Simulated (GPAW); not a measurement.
Crystal: In3Se.

```
In Se
1.0
     4.80376    0.00000    0.00000
     0.00000    4.80376    0.00000
     0.00000    0.00000    4.80376
In Se
3 1
Direct
  0.50000 0.50000 0.00000
  0.50000 0.00000 0.50000
  0.00000 0.50000 0.50000
  0.00000 0.00000 0.00000
```

The cell comes from a database or a generator and needn't be the stable form of this composition.

| Property | Result |
| --- | --- |
| Program | GPAW 26.7.0 |
| Task | relaxation of cell and atoms |
| Functional | PBEsol |
| Potentials or basis | PAW data sets generated in the run's folder for this functional |
| Cutoff | 600 eV |
| Basis | pw |
| k mesh | 6 × 6 × 6 |
| Occupations | fermi-dirac, width 0.05 eV |
| Spin | no spin polarisation |

At the start: pressure -3.2 GPa; volume 27.71 Å³/atom.

Q: How do energy, volume and symmetry change on relaxing?

A: Over 4 steps the energy falls by 25.7 meV/atom and the volume is 25.37 Å³/atom (-8.4 %); space group Pm-3m (No. 221, to 0.05 Å).

The path:
| step | energy change (eV) | largest force (eV/Å) | pressure (GPa) | volume (Å³) |
| --- | --- | --- | --- | --- |
| 1 | 0.0000 | 0.0000 | -3.17 | 110.85 |
| 2 | -0.0125 | 0.0000 | -3.01 | 110.20 |
| 3 | -0.0997 | 0.0000 | 0.66 | 99.85 |
| 4 | -0.1030 | 0.0000 | -0.09 | 101.49 |

Final structure:
```yaml
crystal:
  lattice:
    - [4.66453, 0.00000, 0.00000]
    - [0.00000, 4.66453, 0.00000]
    - [0.00000, 0.00000, 4.66453]
  atoms:
    - { symbol: In, position: [0.50000, 0.50000, 0.00000] }
    - { symbol: In, position: [0.50000, 0.00000, 0.50000] }
    - { symbol: In, position: [0.00000, 0.50000, 0.50000] }
    - { symbol: Se, position: [0.00000, 0.00000, 0.00000] }
```

Caveat: later steps reuse the first step's grids.
